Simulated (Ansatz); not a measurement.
# CaMn2N3: two electronic states of one cell

Aim: solve CaMn2N3 (a structure type of another compound, with these elements put in) from each of its saved states, at one geometry and mesh, and see which is lowest and how they differ.

All numbers below are computed with Ansatz 0.2.0 (DFT, PBE, with U_eff = 5.98 eV on Mn d and an intersite V, plane waves, PAW).

### Step 1. The structure

The structure is hexagonal, space group P6/mmm (No. 191). Conventional cell: a = 5.607 Å, b = 5.607 Å, c = 3.771 Å, α = 90.00°, β = 90.00°, γ = 120.00°. Mn (site symmetry -6m2) is surrounded by 6 N at 2.48 to 2.49 Å. Ca (site symmetry 6/mmm) has 6 N at 2.80 Å as nearest neighbours. N (site symmetry mmm) has 4 Mn at 2.48 Å and 2 Ca at 2.80 Å as nearest neighbours.

Structure file:

```
CELL_PARAMETERS angstrom
2.80367 4.85610 0.00000
-2.80367 4.85610 0.00000
0.00000 0.00000 3.77054
ATOMIC_POSITIONS crystal
Mn 0.33330 0.33340 0.50000
Mn 0.66660 0.66670 0.50000
Ca 0.00000 0.00000 0.00000
N 0.50000 0.50000 0.00000
N 0.50000 0.00000 0.00000
N 0.00000 0.50000 0.00000
```

The states: A, Mn1 up, Mn2 up (collinear spin); B, Mn1 up, Mn2 down (collinear spin). Each run reads its own saved solution as saved_state.

### Step 2. State A: the run

Input file input.yaml:

```yaml
crystal:
  lattice:
    - [2.80367, 4.856098, 0.0]
    - [-2.80367, 4.856098, 0.0]
    - [0.0, 0.0, 3.770544]
  atoms:
    - { symbol: Mn, position: [0.3333, 0.3334, 0.5], spin: 4.5 }
    - { symbol: Mn, position: [0.6666, 0.6667, 0.5], spin: 4.5 }
    - { symbol: Ca, position: [0.0, 0.0, 0.0], spin: 0.0 }
    - { symbol: "N", position: [0.5, 0.5, 0.0], spin: 0.0 }
    - { symbol: "N", position: [0.5, 0.0, 0.0], spin: 0.0 }
    - { symbol: "N", position: [0.0, 0.5, 0.0], spin: 0.0 }
kpoints:
  mp_grid: { grid: [5, 5, 6], shift: [0, 0, 0] }
  band_path:
    path:
      - [0.0, 0.0, 0.0]
      - [0.49999999, -5.0e-08, 0.0]
      - [0.66666662, 0.33333326, 0.0]
      - [0.0, 0.0, 0.0]
      - [0.0, 0.0, 0.5]
      - [0.49999999, -5.0e-08, 0.5]
      - [0.66666662, 0.33333326, 0.5]
      - [0.0, 0.0, 0.5]
      - [0.49999999, -5.0e-08, 0.5]
      - [0.49999999, -5.0e-08, 0.0]
      - [0.66666662, 0.33333326, 0.5]
    npoints: 7
magnetization:
  spin_polarized: true
scf:
  occupations: { method: fermi_dirac }
  lower_state_search: "off"
  max_iter: 200
hamiltonian:
  pseudopotentials: { kind: paw }
  xc: pbe
  hubbard:
    projectors: all-electron-ortho-atomic
    sites:
      - { species: Mn, l: d, u_eff: 5.98 }
      - { species: "N", l: p, u_eff: 0.0 }
    v: [{ species: [Mn, "N"], l: [d, p], v: 0.8, r_cut: 2.982 }]
basis:
  ecutwfc: 420
  fft_grid_basis: typed
output:
  forces: true
  stress: true
  eigenvalues: true
  bader: true
  populations: true
  elf: true
  write_potential: true
  volumetric_format: npy
  dos:
    e_range: [-12, 8]
    de: 0.05
    projected: { site_lists: { Ca: [Ca], Mn: [Mn], "N": ["N"] } }
checkpoint:
  read: saved_state
```

On the command line:

```
$ ansatz run input.yaml --threads 1 --pin off --max-ram 2560MiB --backend cpu --events-out ev --progress --plain --runs-dir out
```

### Step 4. Run from state B

Input file input.yaml:

```yaml
crystal:
  lattice:
    - [2.80367, 4.856098, 0.0]
    - [-2.80367, 4.856098, 0.0]
    - [0.0, 0.0, 3.770544]
  atoms:
    - { symbol: Mn, position: [0.3333, 0.3334, 0.5], spin: 4.5 }
    - { symbol: Mn, position: [0.6666, 0.6667, 0.5], spin: -4.5 }
    - { symbol: Ca, position: [0.0, 0.0, 0.0] }
    - { symbol: "N", position: [0.5, 0.5, 0.0] }
    - { symbol: "N", position: [0.5, 0.0, 0.0] }
    - { symbol: "N", position: [0.0, 0.5, 0.0] }
kpoints:
  mp_grid: { grid: [5, 5, 6], shift: [0, 0, 0] }
magnetization:
  spin_polarized: true
scf:
  occupations: { method: fermi_dirac }
  lower_state_search: "off"
  max_iter: 200
hamiltonian:
  pseudopotentials: { kind: paw }
  xc: pbe
  hubbard:
    projectors: all-electron-ortho-atomic
    sites:
      - { species: Mn, l: d, u_eff: 5.98 }
      - { species: "N", l: p, u_eff: 0.0 }
    v: [{ species: [Mn, "N"], l: [d, p], v: 0.8, r_cut: 2.982 }]
basis:
  ecutwfc: 420
  fft_grid_basis: typed
output:
  forces: true
  stress: true
  eigenvalues: true
  bader: true
  populations: true
  elf: true
  write_potential: true
  volumetric_format: npy
  dos:
    e_range: [-12, 8]
    de: 0.05
    projected: { site_lists: { Ca: [Ca], Mn: [Mn], "N": ["N"] } }
checkpoint:
  read: saved_state
```

(Steps that only read results are left out.)

Q: Predict the outcome of this session. Wanted: for each run, free energy; largest site moment; size of the net moment; gap; pressure; largest force.

The runs gave:

```csv
state,free energy (meV/atom),largest site moment (μB),size of the net moment (μB/cell),gap (eV),pressure (GPa),largest force (eV/Å),SCF cycles
A,0.0,4.44,8.93,metal,-16.3,0.00,15
B,9.1,4.44,0.00,metal,-16.2,0.00,11
```

What this shows: State A lies lowest, 9.1 meV per atom under state B. Every run converged, so convergence alone does not show that a state is the lowest.
